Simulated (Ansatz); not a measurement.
# ZrS: the cost of one run

Computed with Ansatz 0.2.0 (DFT PBEsol, scalar-relativistic, plane waves, PAW, unless a step's input says otherwise).

The COD entry's cell or inner coordinates are ideal or old and differ from later refinements, so a difference from it is no clean test against experiment.

### 1 The structure to begin with

It takes space group Fm-3m (No. 225, cubic). The conventional cell has a = 5.250 Å, b = 5.250 Å, c = 5.250 Å, α = 90.00°, β = 90.00°, γ = 90.00°. Zr (site symmetry m-3m) is surrounded by 6 S at 2.62 Å. S (site symmetry m-3m) is surrounded by 6 Zr at 2.62 Å.

Structure file:

```xyz
2
Lattice="0.0000 2.6250 2.6250 2.6250 0.0000 2.6250 2.6250 2.6250 0.0000" Properties=species:S:1:pos:R:3 pbc="T T T"
Zr    0.0000    0.0000    0.0000
S     2.6250    2.6250    2.6250
```

The cell is taken as given, not relaxed at this level.

### 2 The reference cell

The reference gives a free energy of -5016.5769 eV, pressure -6.46 GPa, largest force 0.000 eV/Å and gap on the mesh none (metal). It was computed beforehand with the settings of the runs below.

### 3 The scan: shifting one sublattice

Every Zr atom is moved by x along the Cartesian unit vector (1.000, 0.000, 0.000); the cell and all other atoms stay fixed. Forces below are components along that vector, summed over the moved atoms.

### 4 Point x = -0.500 Å

The input, input.yaml:

```yaml
crystal:
  lattice:
    - [0.0, 2.625, 2.625]
    - [2.625, 0.0, 2.625]
    - [2.625, 2.625, 0.0]
  atoms:
    - { symbol: Zr, position: [0.0952380952, -0.0952380952, -0.0952380952] }
    - { symbol: S, position: [0.5, 0.5, 0.5] }
basis:
  ecutwfc: 420
kpoints:
  mp_grid: { grid: [16, 16, 16] }
hamiltonian:
  xc: pbesol
scf:
  occupations: { method: gaussian, width: 0.15 }
output:
  forces: true
  stress: true
  eigenvalues: true
```

Run with:

```sh
$ ansatz run input.yaml --threads 1 --pin off --max-ram 2560MiB --backend cpu --events-out ev --progress --plain --runs-dir out
```

**Question.** How long does this run take on 1 thread of Intel Xeon at 2.50GHz (Skylake/Cascade Lake), shared host, and how much memory does it need?

About 31 s, with a peak of 0.5 GiB.
